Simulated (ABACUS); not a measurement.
Crystal: HfIn4SiO6.

```
CELL_PARAMETERS angstrom
2.71585 -4.70357 0.00833
2.71585 4.70357 0.00833
-1.87915 0.00000 7.40127
ATOMIC_POSITIONS crystal
Hf 0.78835 0.21165 0.00000
In 0.62175 0.37825 0.50000
In 0.45502 0.54498 0.00000
In 0.28407 0.71593 0.50000
In 0.95814 0.04186 0.50000
Si 0.12168 0.87832 0.00000
O 0.06219 0.11415 0.86666
O 0.88585 0.93781 0.13334
O 0.79490 0.53784 0.86663
O 0.46216 0.20510 0.13337
O 0.15352 0.62879 0.13333
O 0.37121 0.84648 0.86667
```

The cell was built by a generator and needn't be a form met in nature.

Base run:

| Item | Value |
| --- | --- |
| Program | ABACUS 3.10.1 |
| Functional | PBE |
| Potentials or basis | PseudoDojo NC SR 0.4.1 PBE standard |
| Cutoff | 1361 eV |
| Density cutoff | 5442 eV |
| Basis | DZP LCAO (the cutoffs set its grid) |
| k mesh | 6 × 6 × 4 |
| Occupations | fermi-dirac, width 0.05 eV |
| Spin | no spin polarisation |

Its results: band gap on the k mesh none (metal or under the smearing width); pressure 1.1 GPa; largest force 0.243 eV/Å.

Problem. The run is repeated on the same cell with these changes: basis from DZP LCAO (the cutoffs set its grid) to TZDP LCAO (the cutoffs set its grid). What comes out?

Solution. Band gap on the k mesh none (metal or under the smearing width); pressure 0.2 GPa; largest force 0.099 eV/Å.

Caveats: the atomic orbitals were generated for these runs and aren't a published set; the basis of atomic orbitals isn't converged, which shifts pressures, moduli and gaps.

Not every run made on this cell is shown here.
